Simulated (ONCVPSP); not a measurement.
# Pseudopotential generation for copper: ONCV, LDA (Perdew-Wang 92)

Aim: build the potential from the settings below, then test how well it stands in for the atom: other configurations, scattering, ghost states and the plane-wave cutoff that it needs.

Program: ONCVPSP 4.0.1.1 (patched build). Reference atom: LDA (Perdew-Wang 92), scalar-relativistic, spherical and spin-unpolarised. All values are calculated.

## (1) The atom and the settings

Typed settings, in words:

- element: copper (Cu, Z = 29)
- type: optimised norm-conserving Vanderbilt (ONCV)
- frozen core: [Ne]
- valence charge: 19
- reference configuration: 3s2 3p6 3d9 (charge +2)
- partial waves: 3s: rc 1.10 bohr, ncon 3, nbas 6, qcut 12.7 1/bohr, 2 projectors, debl 1 Ha; 3p: rc 0.80 bohr, ncon 3, nbas 8, qcut 11.5 1/bohr, 2 projectors, debl 1.2 Ha; 3d: rc 1.15 bohr, ncon 4, nbas 8, qcut 14.3 1/bohr, 2 projectors, debl 1 Ha
- local potential: polynomial inside 0.65 bohr (lpopt 5, dvloc0 4 Ha)
- core correction: Teter function fitted to the true core (icmod 2), fcfact 0.45

An earlier all-electron run gives the scale for the radii.

All-electron outer shells of the reference configuration (LDA (PZ), scalar-relativistic, ld1.x):

```csv
shell,level (eV),outermost node (bohr),outermost maximum (bohr)
3s,-139.79,0.29,0.61
3p,-97.57,0.26,0.62
3d,-29.98,–,0.60
4s,-22.55,0.88,1.93
4p,-15.39,0.95,2.30
```

## (2) The generation run

Contents of Cu.dat:

```
# ATOM AND REFERENCE CONFIGURATION
# atsym  z   nc   nv     iexc    psfile
  Cu 29.00    3    3  -001012      upf
#
#   n    l    f
    1    0    2.00
    2    0    2.00
    2    1    6.00
    3    0    2.00
    3    1    6.00
    3    2    9.00
#
# PSEUDOPOTENTIAL AND OPTIMIZATION
# lmax
    2
#
#   l,   rc,      ep,       ncon, nbas, qcut
    0    1.10    0.00    3    6   12.70
    1    0.80    0.00    3    8   11.50
    2    1.15    0.00    4    8   14.30
#
# LOCAL POTENTIAL
# lloc, lpopt,  rc(5),   dvloc0
    4    5    0.65    4.00
#
# VANDERBILT-KLEINMAN-BYLANDER PROJECTORs
# l, nproj, debl
    0    2    1.00
    1    2    1.20
    2    2    1.00
#
# MODEL CORE CHARGE
# icmod, fcfact, rcfact
    2    0.45    0.60
#
# LOG DERIVATIVE ANALYSIS
# epsh1, epsh2, depsh
   -7.00    5.00    0.04
#
# OUTPUT GRID
# rlmax, drl
    6.00    0.01
#
# TEST CONFIGURATIONS
# ncnf
    4
# nvcnf
#   n    l    f
    4
    3    0    2.00
    3    1    6.00
    3    2   10.00
    4    0    1.00
#
    3
    3    0    2.00
    3    1    6.00
    3    2   10.00
#
    3
    3    0    2.00
    3    1    6.00
    3    2    8.00
#
    4
    3    0    2.00
    3    1    5.00
    3    2   10.00
    4    0    1.00
#
```

Launch:

```sh
$ oncvpsp.x < Cu.dat > Cu.out
```

What does the calculation give? Wanted: cutoffs for 1 and 0.1 mHa per electron, occupied waves; bound ghosts; GHOST(+) flags; largest test error; largest phase difference near zero energy, channels read; rms error of d²Exc/dn², without and with the model core; projector energies reset by the program.

The runs gave:

```
                                                quantity                                                          value
  cutoffs for 1 and 0.1 mHa per electron, occupied waves                                                79 Ha and 88 Ha
                                            bound ghosts                                                     none found
                                          GHOST(+) flags                                             none at low energy
                            largest test error (AE − PS)                                       +13 meV, for 3s2 3p6 3d8
largest phase difference near zero energy, channels read                                                      0.000 rad
 rms error of d²Exc/dn², without and with the model core                                              3.32 and 1.58 mHa
                 projector energies reset by the program  s: -5.137, 0.250 Ha; p: -3.586, 0.250 Ha; d: -1.102, 0.250 Ha
```

**Reading.** By total energies transferability is good: the largest error is 13 meV on 39.4 eV, for 3s2 3p6 3d8. The potential is very hard: the looser tolerance needs 79 Ha. The 3d wave sets it; 3s needs 53 Ha. No bound ghost shows below the valence levels. Near zero energy the phases of the channels with partial waves agree within 0.001 rad.
